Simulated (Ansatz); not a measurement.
# Molecular dynamics of In8BAs8Cl3

input.yaml

```yaml
accuracy: low
crystal:
  lattice:
    - [8.636777, 0.0, 0.0]
    - [0.0, 6.107123, 0.0]
    - [0.0, 0.0, 19.477582]
  atoms:
    - { symbol: In, position: [-0.00117466, 0.80126747, 0.17061936] }
    - { symbol: As, position: [0.0, 0.0, 0.0513411] }
    - { symbol: In, position: [0.25, 0.25, 0.0513411] }
    - { symbol: As, position: [0.74869196, 0.54141057, 0.15826782] }
    - { symbol: In, position: [0.75, 0.25, 0.0513411] }
    - { symbol: As, position: [0.24906529, 0.54102296, 0.15848517] }
    - { symbol: In, position: [0.49863701, 0.80233402, 0.17078812] }
    - { symbol: As, position: [0.5, 0.0, 0.0513411] }
    - { symbol: In, position: [0.49962366, 0.74469896, 0.37188361] }
    - { symbol: As, position: [0.49856067, 0.05888884, 0.2815052] }
    - { symbol: In, position: [0.74919752, 0.3163023, 0.27908557] }
    - { symbol: As, position: [0.24906286, 0.51780731, 0.40216699] }
    - { symbol: In, position: [0.24866552, 0.31870328, 0.27998482] }
    - { symbol: As, position: [0.7495099, 0.51549047, 0.40071942] }
    - { symbol: In, position: [-0.0009948, 0.74483576, 0.37150182] }
    - { symbol: As, position: [-0.00078402, 0.05826265, 0.28107529] }
    - { symbol: B, position: [0.65576182, 0.61300283, 0.6040385] }
    - { symbol: Cl, position: [0.49420023, 0.75542464, 0.57329328] }
    - { symbol: Cl, position: [0.63722777, 0.33969408, 0.62894581] }
    - { symbol: Cl, position: [0.83370304, 0.74709443, 0.61073205] }
basis:
  ecutwfc: 420.0
kpoints:
  mp_grid: { grid: [1, 2, 1] }
hamiltonian:
  xc: pbe
  pseudopotentials: { kind: paw, azcp: { folder: soft_1 } }
scf:
  occupations: { method: fermi_dirac, width: 0.1 }
  lower_state_search: "off"
md:
  timestep: 1
  n_steps: 170
  ensemble: nvt_langevin
  temperature: 500.0
  initial_velocities: maxwell_boltzmann
  seed: 425715
  friction: 0.005
  constraints: [{ sites: [1, 2, 4, 7] }]
```

Command:

```bash
$ ansatz run input.yaml --threads 2 --pin off --max-ram 5120MiB --backend cpu --events-out ev --progress --plain --runs-dir out
```

It starts from a relaxed structure.

Output, in part (step lines):

```
md step     0: t =     0.00 fs  T =   500.0 K  F+E_penalty+E_count = -87028.25818551 eV  E_kin = 1.034080 eV  (11 SCF iters)
md step     1: t =     1.00 fs  T =   491.9 K  F+E_penalty+E_count = -87028.25712085 eV  E_kin = 1.017333 eV  (6 SCF iters)
md step     2: t =     2.00 fs  T =   461.3 K  F+E_penalty+E_count = -87028.25322000 eV  E_kin = 0.954061 eV  (6 SCF iters)
md step     3: t =     3.00 fs  T =   436.6 K  F+E_penalty+E_count = -87028.24693081 eV  E_kin = 0.903057 eV  (6 SCF iters)
md step     4: t =     4.00 fs  T =   432.6 K  F+E_penalty+E_count = -87028.23859434 eV  E_kin = 0.894646 eV  (6 SCF iters)
md step     5: t =     5.00 fs  T =   433.9 K  F+E_penalty+E_count = -87028.22862787 eV  E_kin = 0.897470 eV  (4 SCF iters)
md step     6: t =     6.00 fs  T =   431.3 K  F+E_penalty+E_count = -87028.21755723 eV  E_kin = 0.892070 eV  (4 SCF iters)
md step     7: t =     7.00 fs  T =   451.7 K  F+E_penalty+E_count = -87028.20562721 eV  E_kin = 0.934166 eV  (4 SCF iters)
[... lines left out ...]
md step   169: t =   169.00 fs  T =   416.4 K  F+E_penalty+E_count = -87027.28212646 eV  E_kin = 0.861228 eV  (4 SCF iters)
md step   170: t =   170.00 fs  T =   418.7 K  F+E_penalty+E_count = -87027.26364488 eV  E_kin = 0.865919 eV  (7 SCF iters)
```

The steps, from the saved trajectory:

```csv
time (fs),T (K),potential energy less start (eV)
0,500,0.000
5,434,0.030
10,399,0.089
15,386,0.161
20,382,0.266
25,294,0.405
30,263,0.506
35,256,0.568
40,240,0.644
45,219,0.690
50,228,0.696
55,230,0.697
60,296,0.696
65,322,0.659
70,411,0.605
75,423,0.577
80,437,0.584
85,467,0.600
90,420,0.648
95,365,0.702
100,387,0.676
105,394,0.654
110,387,0.682
115,434,0.685
120,477,0.639
125,490,0.653
130,475,0.749
135,413,0.810
140,437,0.762
145,471,0.774
150,406,0.854
155,426,0.843
160,461,0.820
165,459,0.875
170,419,0.995
```

The run went to its last step. The mean temperature of the second half is 14 % below the set value. A run of 0.17 ps of so small a system gives no equilibrium averages. Limits of this set-up: coarse k mesh, slab without dipole correction, no dispersion correction for a molecule that may bind weakly, a typed lattice constant that wasn't relaxed here, low accuracy level.

Mean squared displacements from the first frame to the last: In 0.05 Å², As 0.04 Å², B 0.57 Å², Cl 0.55 Å².

Last frame:

```xyz
20
Lattice="8.6368 0.0000 0.0000 0.0000 6.1071 0.0000 0.0000 0.0000 19.4776" Properties=species:S:1:pos:R:3
In -0.100 4.867 3.254
As 0.000 0.000 1.000
In 2.159 1.527 1.000
As 6.524 3.375 3.004
In 6.478 1.527 1.000
As 2.312 3.515 2.873
In 4.549 5.153 3.386
As 4.318 0.000 1.000
In 4.275 4.721 7.117
As 4.238 0.514 5.496
In 6.539 1.950 5.476
As 2.051 3.101 7.781
In 2.104 2.123 5.318
As 6.606 3.342 7.692
In -0.004 4.893 7.195
As 0.047 0.523 5.188
B 5.718 3.973 11.044
Cl 4.330 4.855 10.299
Cl 5.356 2.572 11.872
Cl 7.381 4.707 11.279
```

The run took 24 min on 2 threads of Arm Neoverse V1, with other jobs on the host, peak memory 1.9 GiB.
